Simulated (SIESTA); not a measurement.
A run of SIESTA 5.4.2:

The input Ti3S2.fdf:

```
SystemName                      Ti3S2
SystemLabel                     Ti3S2
NumberOfSpecies                 2
NumberOfAtoms                   5
%block ChemicalSpeciesLabel
  1  22 Ti
  2  16 S
%endblock ChemicalSpeciesLabel

LatticeConstant                 1.0 Ang
%block LatticeVectors
     2.7131139241     1.5664170544     3.2376184047
    -2.7131139241     1.5664170544     3.2376184047
     0.0000000000    -3.1328341088     3.2376184047
%endblock LatticeVectors
AtomicCoordinatesFormat         Fractional
%block AtomicCoordinatesAndAtomicSpecies
     0.0000000000     0.3356550000     0.6643450000  1  Ti
     0.6643450000     0.0000000000     0.3356550000  1  Ti
     0.3356550000     0.6643450000     0.0000000000  1  Ti
     0.1678390000     0.1678390000     0.1678390000  2  S
     0.8321610000     0.8321610000     0.8321610000  2  S
%endblock AtomicCoordinatesAndAtomicSpecies

%block kgrid.MonkhorstPack
    6   0   0  0.0
    0   6   0  0.0
    0   0   6  0.0
%endblock kgrid.MonkhorstPack
XC.Functional                   GGA
XC.Authors                      PBE
PAO.BasisSize                   DZP
PAO.EnergyShift                 0.003 Ry
Mesh.Cutoff                     800 Ry
OccupationFunction              FD
ElectronicTemperature           0.05 eV
MaxSCFIterations                120
SCF.MustConverge                false
SCF.Mixer.Method                Pulay
SCF.Mixer.Weight                0.25
SCF.Mixer.History               8
SCF.DM.Tolerance                5.0e-05
SCF.H.Tolerance                 1.0e-03 eV
WriteForces                     true
Charge.Mulliken                 end
%block PAO.Basis
  Ti 5
  n=3 0 2
    3.144 0.000
  n=4 0 2
    8.756 0.000
  n=3 1 2
    3.568 0.000
  n=4 1 1
    8.756
  n=3 2 2
    6.267 0.000
%endblock PAO.Basis
```

Potentials or basis: PseudoDojo 0.4 standard (PBE files), DZP (energy shift 0.003 Ry; two zetas on semicore shells).

Run with:

```sh
$ siesta Ti3S2.fdf > Ti3S2.out 2>&1
```

Hardware: 1 thread of Intel(R) Xeon(R) Platinum 8259CL CPU @ 2.50GHz (Skylake/Cascade Lake), with other jobs on the host.

How long does it take, and how much memory?

Wall time 2.7 min on 1 thread of Intel(R) Xeon(R) Platinum 8259CL CPU @ 2.50GHz (Skylake/Cascade Lake) (shared host), peak memory 0.51 GiB. Counts: scf iterations 10, k points 132, bands 95.
